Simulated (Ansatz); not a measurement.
# MgS: the cost of one run

Computed with Ansatz 0.2.0 (DFT LDA, scalar-relativistic, unless a step's input says otherwise).

## Step 1: The starting structure

The structure is cubic, space group Fm-3m (No. 225). Conventional cell: a = 5.203 Å, b = 5.203 Å, c = 5.203 Å, α = 90.00°, β = 90.00°, γ = 90.00°. Mg (site symmetry m-3m) is surrounded by 6 S at 2.60 Å. S (site symmetry m-3m) is surrounded by 6 Mg at 2.60 Å.

Structure file:

```
Mg S
1.0
     0.00000    2.60165    2.60165
     2.60165    0.00000    2.60165
     2.60165    2.60165    0.00000
Mg S
1 1
Direct
  0.00000 0.00000 0.00000
  0.50000 0.50000 0.50000
```

Atoms are numbered in the order of the input: Mg1, S2.

## Step 2: The deformed structure

Space group Fm-3m before, R-3m after.

## Step 3: LAPW, all electrons

The input, input.yaml:

```yaml
crystal:
  lattice:
    - [-0.0780495, 2.56262525, 2.56262525]
    - [2.56262525, -0.0780495, 2.56262525]
    - [2.56262525, 2.56262525, -0.0780495]
  atoms:
    - { symbol: Mg, position: [0.0, 0.0, 0.0] }
    - { symbol: S, position: [0.5, 0.5, 0.5] }
kpoints:
  mp_grid: { grid: [8, 8, 8] }
  band_path:
    path:
      - [0.0, 0.0, 0.0]
      - [0.5, 0.5, 0.5]
      - [0.2579113083, 0.5, 0.7420886917]
      - [-0.2579113083, 0.2579113083, 0.5]
      - [0.0, 0.0, 0.5]
      - [0.0, 0.0, 0.0]
      - [-0.3789556542, 0.0, 0.3789556542]
      - [0.0, 0.3789556542, 0.6210443458]
      - [0.0, 0.5, 0.5]
    npoints: 5
scf:
  occupations: { method: fermi_dirac, width: 0.01 }
hamiltonian:
  xc: lda
  pseudopotentials: { kind: all_electron, lapw: { basis_error: 0.00025 } }
output:
  forces: true
  stress: true
  eigenvalues: true
```

On the command line:

```
$ ansatz run input.yaml --threads 1 --pin off --max-ram 3072MiB --backend cpu --events-out ev --progress --plain --runs-dir out
```

Q: Estimate wall time and peak memory on 1 thread of Intel Xeon 6975P-C (Granite Rapids), shared host.

About 4.7 s, with a peak of 0.33 GiB.
